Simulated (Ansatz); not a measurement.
# Ir: one candidate structure

Aim: relax Ir from this start, iodine type (Cmce, No. 64), and see where it ends.

Program: Ansatz 0.2.0. Level of theory: DFT PBEsol, scalar-relativistic, plane waves, PAW. These are calculated values, not measurements.

### Step 1. Starting point

It takes space group Cmce (No. 64, orthorhombic). The conventional cell has a = 5.127 Å, b = 3.389 Å, c = 6.912 Å, α = 90.00°, β = 90.00°, γ = 90.00°. Ir (site symmetry m) is surrounded by 1 Ir at 1.91 Å.

Structure file:

```xyz
4
Lattice="2.5637 -1.6944 0.0000 2.5637 1.6944 0.0000 0.0000 0.0000 6.9120" Properties=species:S:1:pos:R:3 pbc="T T T"
Ir    2.5637   -1.1861    0.8087
Ir    2.5637   -0.5083    4.2647
Ir    2.5637    1.1861    6.1033
Ir    2.5637    0.5083    2.6473
```

(A quick probe on a coarse mesh, which set the mesh and smearing, is not shown.)

### Step 3. Rough relaxation on the coarse mesh

File input.yaml:

```yaml
crystal:
  lattice:
    - [2.5637447771, -1.6944391738, 0.0]
    - [2.5637447771, 1.6944391738, 0.0]
    - [0.0, 0.0, 6.9120396747]
  atoms:
    - { symbol: Ir, position: [0.85, 0.15, 0.117] }
    - { symbol: Ir, position: [0.65, 0.35, 0.617] }
    - { symbol: Ir, position: [0.15, 0.85, 0.883] }
    - { symbol: Ir, position: [0.35, 0.65, 0.383] }
basis:
  ecutwfc: 420
kpoints:
  mp_grid: { grid: [6, 6, 4] }
hamiltonian:
  xc: pbesol
scf:
  occupations: { method: gaussian, width: 0.1 }
  lower_state_search: "off"
output:
  forces: true
  stress: true
  eigenvalues: true
relax:
  adjacent_minimum: "off"
  f_tol: 0.04
  max_steps: 70
  cell: { stress_tol: 0.4 }
```

Further runs follow: full relaxation.

Q: Predict the outcome of this session.

The runs gave:

| quantity | value |
| --- | --- |
| cell (conventional) | a = 3.830 Å, b = 3.830 Å, c = 3.830 Å, α = 90.00°, β = 90.00°, γ = 90.00° |
| space group | Fm-3m (No. 225) |
| volume | 14.05 Å³/atom |
| gap on the mesh | none (metal) |

In words: The structure ended in another space group than at the start: Cmce to Fm-3m. The runs treat Ir without spin-orbit coupling. Where forces pass 15 eV/Å atoms stand far too close, the PAW spheres overlap strongly and those numbers are rough.
